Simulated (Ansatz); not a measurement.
**CH3AlOS: small, medium and large basis sets**

The task here is to estimate one member of a computed series from the others.

Method: one geometry, several basis sets; program: Ansatz 0.2.0, Gaussian basis.

Levels to be run: PBE0-D4/def2-SVP; ωB97M-V/def2-SVP; PBE0-D4/def2-QZVPP; ωB97M-V/def2-QZVPP; the functionals' def2-TZVPP values are taken from earlier runs.

### The geometry

All runs share one geometry, relaxed beforehand with PBE0-D4 in a triple-zeta def2 set.

7 atoms, charge 0, spin multiplicity 1.

Atoms are counted from 1 here; the program's logs count them from 0.

Bond lengths: C1–O2 1.406 Å, C1–S4 1.876 Å, C1–H5 1.092 Å, C1–H6 1.092 Å, O2–Al3 1.723 Å, Al3–S4 2.154 Å, Al3–H7 1.568 Å. Angles: O2–C1–S4 107.5°, O2–C1–H5 111.4°, O2–C1–H6 111.4°, S4–C1–H5 108.0°, S4–C1–H6 108.0°, H5–C1–H6 110.3°, C1–O2–Al3 96.1°, O2–Al3–S4 85.9°, O2–Al3–H7 131.4°, S4–Al3–H7 142.7°, C1–S4–Al3 70.5°.

The first run:

Input file in.yaml:

```yaml
crystal:
  periodic: [false, false, false]
  atoms:
    - {symbol: C, position_ang: [-0.459992, 0.848672, -0.043742]}
    - {symbol: O, position_ang: [0.318347, 0.263204, 0.970473]}
    - {symbol: Al, position_ang: [0.681244, -1.185219, 0.110325]}
    - {symbol: S, position_ang: [-0.499077, -0.349510, -1.486480]}
    - {symbol: H, position_ang: [-0.019831, 1.785001, -0.393373]}
    - {symbol: H, position_ang: [-1.487600, 1.013091, 0.287445]}
    - {symbol: H, position_ang: [1.528210, -2.443240, 0.509653]}
basis:
  gaussian: {orbitals: def2-SVP}
hamiltonian: {xc: pbe0, dispersion: d4}
output: {orbitals: {seedname: orbitals}}
```

Run with:

```bash
$ ansatz run in.yaml --threads 2 --pin off --events-out ev --progress --plain --max-ram 4352MiB
```

Steps of the session up to this table: PBE0-D4 in def2-SVP; ωB97M-V in def2-SVP; PBE0-D4 in def2-QZVPP; ωB97M-V in def2-QZVPP.

One of the session's tables, all rows but one given; the rest of the session is left out.

| functional | basis | HOMO (eV) |
| --- | --- | --- |
| PBE0-D4 | def2-SVP | -7.19 |
| PBE0-D4 | def2-TZVPP | -7.26 |
| PBE0-D4 | def2-QZVPP | -7.28 |
| ωB97M-V | def2-SVP | ? |
| ωB97M-V | def2-TZVPP | -9.43 |
| ωB97M-V | def2-QZVPP | -9.46 |

Q: Estimate the row for ωB97M-V, def2-SVP from the others.

The run gave: HOMO (eV): -9.31. In the column «HOMO (eV)» it lies between ωB97M-V, def2-TZVPP (-9.43) and PBE0-D4, def2-QZVPP (-7.28).
